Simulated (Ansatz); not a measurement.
# CH₅BSe: how energies converge with the basis set

One table from this session's results is given with a row withheld; the runs are named, their logs left out.

Program: Ansatz 0.2.0, Gaussian basis. Level of theory: one geometry, several basis sets. These are calculated values, not measurements.

The runs, in order: PBE0-D4/def2-SVP; ωB97M-V/def2-SVP; PBE0-D4/def2-QZVPP; ωB97M-V/def2-QZVPP; the functionals' def2-TZVPP values are taken from earlier runs.

## Structure used throughout

The geometry comes from an earlier relaxation with PBE0-D4 in a triple-zeta def2 set; it is a stationary point, not always the lowest conformer.

SMILES `B[Se]C`, 8 atoms, charge 0, spin multiplicity 1.

Atoms are counted from 1 here; the program's logs count them from 0.

Bond lengths: B1–Se2 1.884 Å, B1–H4 1.193 Å, B1–H5 1.192 Å, Se2–C3 1.951 Å, C3–H6 1.087 Å, C3–H7 1.088 Å, C3–H8 1.088 Å. Angles: Se2–B1–H4 120.5°, Se2–B1–H5 116.2°, H4–B1–H5 123.2°, B1–Se2–C3 102.6°, Se2–C3–H6 108.9°, Se2–C3–H7 108.8°, Se2–C3–H8 108.8°, H6–C3–H7 110.3°, H6–C3–H8 110.3°, H7–C3–H8 109.7°.

As a file:

```xyz
8

B    -1.1404    0.5396   -1.0858
Se   -0.3121   -1.0661   -0.5510
C     0.9196   -0.4670    0.8379
H    -0.8425    1.5746   -0.5732
H    -1.9584    0.4491   -1.9476
H     0.8263    0.6107    0.9495
H     1.9338   -0.7306    0.5437
H     0.6659   -0.9674    1.7706
```

Set-up of the first run:

in.yaml reads:

```yaml
crystal:
  periodic: [false, false, false]
  atoms:
    - {symbol: B, position_ang: [-1.140421, 0.539646, -1.085836]}
    - {symbol: Se, position_ang: [-0.312125, -1.066096, -0.551015]}
    - {symbol: C, position_ang: [0.919597, -0.467013, 0.837947]}
    - {symbol: H, position_ang: [-0.842474, 1.574581, -0.573216]}
    - {symbol: H, position_ang: [-1.958395, 0.449120, -1.947559]}
    - {symbol: H, position_ang: [0.826328, 0.610684, 0.949508]}
    - {symbol: H, position_ang: [1.933812, -0.730605, 0.543727]}
    - {symbol: H, position_ang: [0.665877, -0.967419, 1.770643]}
basis:
  gaussian: {orbitals: def2-SVP}
hamiltonian: {xc: pbe0, dispersion: d4}
output: {orbitals: {seedname: orbitals}}
```

The run is started by

```console
ansatz run in.yaml --threads 2 --pin off --events-out ev --progress --plain --max-ram 32768MiB --backend cpu
```

Among the steps run: PBE0-D4 in def2-SVP; ωB97M-V in def2-SVP; PBE0-D4 in def2-QZVPP; ωB97M-V in def2-QZVPP.

One of the session's tables, all rows but one given; the rest of the session is left out.

It belongs to the step «Functionals by basis». 

```
functional       basis  HOMO (eV)
   PBE0-D4    def2-SVP      -7.38
   PBE0-D4  def2-TZVPP      -7.42
   PBE0-D4  def2-QZVPP          ?
   ωB97M-V    def2-SVP      -9.48
   ωB97M-V  def2-TZVPP      -9.55
   ωB97M-V  def2-QZVPP      -9.55
```

Estimate the missing values for PBE0-D4, def2-QZVPP.

The run gave: HOMO (eV): -7.43. In the column «HOMO (eV)» it lies between ωB97M-V, def2-SVP (-9.48) and PBE0-D4, def2-TZVPP (-7.42).
